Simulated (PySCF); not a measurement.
**Dy(SH)3: other functionals and bases at one geometry**

The task here is to estimate one member of a computed series from the others.

Program: PySCF 2.14.0. Level of theory: several levels, as the steps say, no spin–orbit coupling. These are calculated values, not measurements.

7 further runs of the same task are left out: 2 for a known fault of the program, 3 that didn't finish, 2 set aside as unsound or not needed.

**Starting geometry**

7 atoms, charge 0, spin multiplicity 1.

Bond lengths: Dy1–S2 2.583 Å, Dy1–S4 2.583 Å, Dy1–S6 2.583 Å, S2–H3 1.357 Å, S4–H5 1.357 Å, S6–H7 1.357 Å. Angles: S2–Dy1–S4 119.6°, S2–Dy1–S6 119.6°, S4–Dy1–S6 119.6°, Dy1–S2–H3 93.4°, Dy1–S4–H5 93.4°, Dy1–S6–H7 93.4°.

As a file:

```tsv
atom	x (Å)	y (Å)	z (Å)
Dy1	0.0000	0.0000	0.7901
S2	2.5441	0.4094	0.9624
H3	2.8351	-0.9144	1.0172
S4	-1.6266	1.9986	0.9624
H5	-0.6256	2.9125	1.0172
S6	-0.9175	-2.4080	0.9624
H7	-2.2095	-1.9980	1.0172
```

Formal oxidation states: Dy +3. Each metal's 9 4f electrons lie in its core potential, so multiplicities, spins and levels count the valence alone. An earlier session relaxed this geometry at r2SCAN, Dy lcecp-1-SVP with ECP55, S def2-SVP, H def2-SVP (singlet, point group C3).

At r2SCAN on the finer grid: E = -1233.179323 Eh, HOMO -6.57 eV, LUMO -2.87 eV, Mulliken charge on Dy1 +0.83 e, largest force component 0.018 eV/Å. 

Levels to run: TPSSh; revPBE; BP86; wB97X; r2SCAN, TZVP. Hardware: 2 threads of Arm Neoverse N1, shared host.

Set-up of the first run:

run.py (the lines that set the calculation)

```python
mol = gto.M(atom='''
Dy     0.00000     0.00000     0.79005
S      2.54414     0.40939     0.96239
H      2.83508    -0.91444     1.01716
S     -1.62661     1.99859     0.96239
H     -0.62561     2.91247     1.01716
S     -0.91752    -2.40798     0.96239
H     -2.20946    -1.99803     1.01716''',
    basis={'Dy': 'lcecp-1-SVP', 'S': 'def2-SVP', 'H': 'def2-SVP'},
    ecp={'Dy': 'lcecp-1-SVP'},
    charge=0, spin=0)
mf = dft.RKS(mol, xc='TPSSH')
mf.grids.atom_grid = (75, 302)  # f atoms: unpruned, at least (60, 302)
mf = mf.density_fit()  # fitting sets: Dy AutoAux, S def2-universal-JKFIT, H def2-universal-JKFIT
mf.conv_tol = 1e-08; mf.max_cycle = 55
mf.kernel(dm0)  # dm0: the density of the relaxed state
```

Started as:

```console
$ OMP_NUM_THREADS=2 python run.py
```

Among the steps run: TPSSh; revPBE; BP86; wB97X; r2SCAN, TZVP.

One table of the session follows, with a row left open; its other results are not shown here.

| level | HOMO (eV) | gap (eV) | charge on Dy1 (e) | dipole (D) | largest force component (eV/Å) |
| --- | --- | --- | --- | --- | --- |
| r2SCAN (relaxed here) | -6.57 | 3.70 | 0.83 | 0.95 | 0.02 |
| TPSSh | -6.84 | 4.16 | 0.87 | 0.95 | 0.06 |
| revPBE | -6.20 | 3.21 | 0.72 | 0.89 | 0.27 |
| BP86 | -6.34 | 3.17 | 0.66 | 0.89 | 0.28 |
| wB97X | -9.80 | 9.04 | 0.84 | 1.02 | 0.17 |
| r2SCAN, TZVP | ? | ? | ? | ? | ? |

Estimate the missing values for r2SCAN, TZVP.

As computed: HOMO (eV): -6.62; gap (eV): 3.77; charge on Dy1 (e): 1.25; dipole (D): 0.98; largest force component (eV/Å): 0.22. In the column «HOMO (eV)» it lies between TPSSh (-6.84) and r2SCAN (relaxed here) (-6.57).

In one basis the HOMO–LUMO gap runs from 3.17 eV (BP86) to 9.04 eV (wB97X). The largest leftover force, 0.28 eV/Å with BP86, stands at a geometry relaxed at another level. With 4f in the core, its levels are missing from HOMO and gap, and its count is fixed, so no charge can pass from the ligands into it. Total energies of different levels can't be compared.
